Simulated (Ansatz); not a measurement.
# YGe: the cost of one run

Computed with Ansatz 0.2.0 (DFT PBEsol, scalar-relativistic, plane waves, PAW, unless a step's input says otherwise).

## 1. Starting point

Symmetry: Cmcm, No. 63, orthorhombic system. The conventional cell has a = 4.283 Å, b = 10.724 Å, c = 3.955 Å, α = 90.00°, β = 90.00°, γ = 90.00°. Y (site symmetry m2m) has 7 Ge at 2.97 to 3.21 Å as nearest neighbours. Around Ge (site symmetry m2m) lie 2 Ge at 2.68 Å and 5 Y at 2.97 Å.

As a file:

```
CELL_PARAMETERS angstrom
2.14128 -5.36220 0.00000
2.14128 5.36220 0.00000
0.00000 0.00000 3.95460
ATOMIC_POSITIONS crystal
Y 0.13861 0.86139 0.25000
Y 0.86139 0.13861 0.75000
Ge 0.41562 0.58438 0.25000
Ge 0.58438 0.41562 0.75000
```

The structure comes from the Materials Project (structure only).

## 2. A change within the space group

What differs from the listed cell: strain xx, yy, zz, yz, xz, xy = +7.8, +0.8, +2.8, +0.0, +0.0, +0.0 %; atoms moved by 0.15 Å root mean square, at most 0.21 Å.

input.yaml reads:

```yaml
crystal:
  lattice:
    - [2.3086210427, -5.4064917509, 0.0]
    - [2.3086210427, 5.4064917509, 0.0]
    - [0.0, 0.0, 4.0655255328]
  atoms:
    - { symbol: "Y", position: [0.1583813564, 0.8416186436, 0.25] }
    - { symbol: "Y", position: [0.8416186436, 0.1583813564, 0.75] }
    - { symbol: Ge, position: [0.415181456, 0.584818544, 0.25] }
    - { symbol: Ge, position: [0.584818544, 0.415181456, 0.75] }
basis:
  ecutwfc: 420
kpoints:
  mp_grid: { grid: [10, 10, 10] }
hamiltonian:
  xc: pbesol
scf:
  occupations: { method: gaussian, width: 0.1 }
output:
  forces: true
  stress: true
  eigenvalues: true
  populations: true
```

Started as:

```console
$ ansatz run input.yaml --threads 1 --pin off --max-ram 1331MiB --backend cpu --events-out ev --progress --plain --runs-dir out
```

What time and memory should one allow on 1 thread of an x86-64 CPU, shared host?

About 70 s, with a peak of 0.65 GiB.
